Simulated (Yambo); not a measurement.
Input of a Yambo 5.3.0 run:

The input optics4.in:

```
optics
chi
Chimod= "HARTREE"
% BndsRnXd
 1 | 30 |
%
NGsBlkXd= 4 Ry
% LongDrXd
 0 | 0 | 1 |
%
% QpntsRXd
 1 | 1 |
%
% EnRngeXd
 0 | 10 | eV
%
% DmRngeXd
 0.1 | 0.1 | eV
%
ETStpsXd= 300
```

Contents of scf.in:

```
&CONTROL
  calculation = 'scf'
  prefix = 'pwscf'
  outdir = './tmp'
  pseudo_dir = './pseudo'
/
&SYSTEM
  ibrav = 0
  nat = 2
  ntyp = 2
  ecutwfc = 86
  nbnd = 22
  occupations = 'smearing'
  smearing = 'fd'
  degauss = 0.00367493
  force_symmorphic = .true.
/
&ELECTRONS
  conv_thr = 4d-10
  electron_maxstep = 120
  mixing_beta = 0.5
/
ATOMIC_SPECIES
Mo    95.9500 Mo.upf
Se    78.9710 Se.upf
CELL_PARAMETERS angstrom
   3.5002295900    0.0000000000    0.0000000000
   0.0000000000    3.5002295900    0.0000000000
   0.0000000000    0.0000000000    3.5002295900
ATOMIC_POSITIONS crystal
Mo     0.0000000000    0.0000000000    0.0000000000
Se     0.5000000000    0.5000000000    0.5000000000
K_POINTS automatic
8 8 8 0 0 0
```

File nscf.in:

```
&CONTROL
  calculation = 'nscf'
  prefix = 'pwscf'
  outdir = './tmp'
  pseudo_dir = './pseudo'
/
&SYSTEM
  ibrav = 0
  nat = 2
  ntyp = 2
  ecutwfc = 86
  nbnd = 35
  occupations = 'smearing'
  smearing = 'fd'
  degauss = 0.00367493
  force_symmorphic = .true.
/
&ELECTRONS
  conv_thr = 1d-08
  diago_full_acc = .true.
  diago_thr_init = 1d-06
/
ATOMIC_SPECIES
Mo    95.9500 Mo.upf
Se    78.9710 Se.upf
CELL_PARAMETERS angstrom
   3.5002295900    0.0000000000    0.0000000000
   0.0000000000    3.5002295900    0.0000000000
   0.0000000000    0.0000000000    3.5002295900
ATOMIC_POSITIONS crystal
Mo     0.0000000000    0.0000000000    0.0000000000
Se     0.5000000000    0.5000000000    0.5000000000
K_POINTS automatic
8 8 8 0 0 0
```

Potentials or basis: PseudoDojo 0.5 SR PBE standard.

Launch:

```console
$ OMP_NUM_THREADS=1 pw.x -in scf.in > scf.out
$ OMP_NUM_THREADS=1 pw.x -in nscf.in > nscf.out
$ cd tmp/pwscf.save; p2y; mv SAVE ../..; cd ../..
$ OMP_NUM_THREADS=1 yambo
$ OMP_NUM_THREADS=1 yambo -F optics4.in -J optics4 -C optics4_out
```

Task: Estimate the band gap on the k mesh, mean-field level.

Result: None (metal or under the smearing width).

Dielectric function (along the field direction of the input):
```tsv
energy (eV)	real part	imaginary part
0.27	95.13	84.42
0.60	-6.15	85.06
0.94	5.40	42.71
1.27	10.22	38.19
1.61	2.97	30.21
1.94	-4.71	19.43
2.27	-2.73	22.33
2.61	-6.43	15.54
2.94	-2.13	10.11
3.28	-4.02	9.24
3.61	-1.67	10.99
3.95	-2.08	7.71
4.28	-3.21	9.08
4.62	-3.00	7.48
4.95	-2.69	7.86
5.28	-2.93	4.37
5.62	-3.74	6.04
5.95	-2.54	3.27
6.29	-2.39	3.13
6.62	-1.36	3.01
6.96	-1.22	2.97
7.29	-0.37	2.27
7.63	-0.05	2.69
7.96	0.58	2.61
8.29	0.67	3.22
8.63	0.16	3.80
8.96	-0.73	3.30
9.30	0.42	3.16
9.63	-1.02	2.70
10.00	-0.80	4.14
```

Caveat: the intraband (Drude) term of the metal is left out; the ground state has no gap, which makes the many-body step unreliable; spectra need much finer meshes, so this one isn't converged; these spectra lack excitons.
